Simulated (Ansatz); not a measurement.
# Co2NiS4: the cost of one run

All numbers are computed with Ansatz 0.2.0, driven from Python. Level of theory: DFT r2SCAN, plane waves, PAW.

## 1. Starting point

The structure is cubic, space group Fd-3m (No. 227). Conventional cell: a = 9.291 Å, b = 9.291 Å, c = 9.291 Å, α = 90.00°, β = 90.00°, γ = 90.00°. Around Co (site symmetry -3m) lie 6 S at 2.24 Å. Ni (site symmetry -43m) is surrounded by 4 S at 2.16 Å. S (site symmetry 3m) has 1 Ni at 2.16 Å and 3 Co at 2.24 Å in its first shell of neighbours.

The script holds or builds the structure itself.

## 2. The code

Contents of vcrelax_co2nis4.py:

```python
'''Variable-cell relaxation of Co2NiS4.'''

import warnings

import ansatz as az
from ase import Atoms
from ase.neighborlist import neighbor_list
import numpy as np

def edges_and_angles(cell):
    cell = np.asarray(cell)
    a, b, c = np.linalg.norm(cell, axis=1)
    cosines = cell[1] @ cell[2] / (b * c), cell[0] @ cell[2] / (a * c), cell[0] @ cell[1] / (a * b)
    return (a, b, c, *np.degrees(np.arccos(cosines)))


def main() -> None:
    warnings.simplefilter('ignore', az.DeckWarning)

    atoms = Atoms(
        ['Co', 'Co', 'Co', 'Co', 'Ni', 'Ni', 'S', 'S', 'S', 'S', 'S', 'S', 'S', 'S'],
        scaled_positions=[
            (0.125, 0.625, 0.125),
            (0.125, 0.125, 0.625),
            (0.125, 0.125, 0.125),
            (0.625, 0.125, 0.125),
            (0.75, 0.75, 0.75),
            (0.5, 0.5, 0.5),
            (0.88392, 0.34825, 0.88392),
            (0.36608, 0.36608, 0.90175),
            (0.36608, 0.36608, 0.36608),
            (0.90175, 0.36608, 0.36608),
            (0.88392, 0.88392, 0.88392),
            (0.34825, 0.88392, 0.88392),
            (0.36608, 0.90175, 0.36608),
            (0.88392, 0.88392, 0.34825),
        ],
        cell=[
            (0.0, 4.6457, 4.6457),
            (4.6457, 0.0, 4.6457),
            (4.6457, 4.6457, 0.0),
        ],
        pbc=True,
    )
    atoms.set_initial_magnetic_moments([2.5, -2.5, 2.5, -2.5, 1.5, -1.5, 0.0, 0.0, 0.0, 0.0, 0.0, 0.0, 0.0, 0.0])
    structure = az.Crystal.from_ase(atoms)

    # every cell quantity that the symmetry leaves free
    job = (
        structure.calculation()
        .functional('r2SCAN')
        .kpoints(6, 6, 6)  # the mesh must be finer for metals
        .occupations(az.OccupationsMethod.FERMI_DIRAC, width=0.1)  # fractional filling near the Fermi level
        .spin(az.SpinTreatment.COLLINEAR)
        .relax(cell=True, stress_tolerance=0.05)  # relax until the tolerances are met
    )
    steps = []


    def follow(event):
        if event['event'] != 'relax_step':
            return
        row = event['data']
        steps.append(row)
        print(f'step {row["step"]:3d}  E = {row["lagrangian_ev"]:.5f} eV  largest force component = {row["allowed_force_max_ev_ang"]:.4f} eV/A  P = {row["pressure_gpa"]:.3f} GPa')


    outcome = job.session().plan(threads=1).execute(on_event=follow)
    data = outcome.report

    first, last = steps[0], steps[-1]
    symbols = [site.symbol for site in outcome.lattice.sites]
    print(f'energy gained {first["lagrangian_ev"] - last["lagrangian_ev"]:.4f} eV in {len(steps) - 1} steps')
    for label, vectors in (('before', first['cell_ang']), ('after', outcome.lattice.cell_ang)):
        print(label, 'a b c (A) {:.4f} {:.4f} {:.4f}  angles {:.2f} {:.2f} {:.2f}'.format(*edges_and_angles(vectors)), f' V = {abs(np.linalg.det(vectors)):.3f} A^3')
    print('final stress xx yy zz (GPa, compression positive):', np.round(np.diag(data['stress_gpa']), 3) + 0.0)

    change = np.array(last['positions_ang']) @ np.linalg.inv(last['cell_ang']) - np.array(first['positions_ang']) @ np.linalg.inv(first['cell_ang'])
    moved = np.linalg.norm(change @ np.array(last['cell_ang']), axis=1)
    print('displacement within the cell, strain taken out (A):', ' '.join(f'{s}:{d:.3f}' for s, d in zip(symbols, moved)))

    final = Atoms(symbols, positions=last['positions_ang'], cell=outcome.lattice.cell_ang, pbc=True)
    i, j, d = neighbor_list('ijd', final, 4.5)
    print('neighbours within 1.1 times the shortest distance of each atom (A)')
    for atom in range(len(final)):
        near = [m for m in np.argsort(d) if i[m] == atom]
        shell = [m for m in near if d[m] < 1.1 * d[near[0]]]
        print(f'{symbols[atom]}{atom} ({len(shell)}):', ', '.join(f'{symbols[j[m]]} {d[m]:.3f}' for m in shell))

    n_atoms = len(data['lattice']['sites'])
    print('F =', round(data['free_energy_ev'], 4), 'eV for', n_atoms, 'atoms')
    print('E(sigma -> 0) =', round(data['energy_sigma0_ev'], 4), 'eV, TS =', round(data['entropy_ts_ev'], 5), 'eV')
    print('closed by', data['closed_by'], 'after', data['n_iterations'], 'iterations')


if __name__ == '__main__':
    main()
```

## 3. The calls as engine input

The engine receives this input:

```yaml
crystal:
  lattice:
    - [0.0, 4.6457, 4.6457]
    - [4.6457, 0.0, 4.6457]
    - [4.6457, 4.6457, 0.0]
  atoms:
    - { symbol: Co, position: [0.12500000000000006, 0.625, 0.12499999999999996], spin: 2.5 }
    - { symbol: Co, position: [0.125, 0.125, 0.625], spin: -2.5 }
    - { symbol: Co, position: [0.125, 0.125, 0.125], spin: 2.5 }
    - { symbol: Co, position: [0.6249999999999999, 0.125, 0.125], spin: -2.5 }
    - { symbol: Ni, position: [0.75, 0.75, 0.75], spin: 1.5 }
    - { symbol: Ni, position: [0.5, 0.5, 0.5], spin: -1.5 }
    - { symbol: S, position: [0.8839199999999998, 0.34825, 0.88392], spin: 0.0 }
    - { symbol: S, position: [0.36608, 0.36608, 0.9017500000000002], spin: 0.0 }
    - { symbol: S, position: [0.36608, 0.36608, 0.36608], spin: 0.0 }
    - { symbol: S, position: [0.9017499999999999, 0.36608, 0.36608], spin: 0.0 }
    - { symbol: S, position: [0.8839199999999999, 0.8839199999999999, 0.8839199999999999], spin: 0.0 }
    - { symbol: S, position: [0.3482500000000001, 0.8839199999999999, 0.8839199999999999], spin: 0.0 }
    - { symbol: S, position: [0.36608000000000007, 0.90175, 0.3660799999999999], spin: 0.0 }
    - { symbol: S, position: [0.8839199999999999, 0.8839199999999999, 0.3482499999999999], spin: 0.0 }
kpoints:
  mp_grid:
    grid: [6, 6, 6]
hamiltonian:
  xc: r2scan
magnetization:
  spin_polarized: true
scf:
  occupations:
    method: fermi_dirac
    width: 0.1
relax:
  cell:
    stress_tol: 0.05
```

## 4. Running it

On the command line:

```console
python vcrelax_co2nis4.py
```

**Question.** How long does this script take on 1 thread of Arm Neoverse V1, shared host, and how much memory does it need?

About 52 min, with a peak of 2.2 GiB.
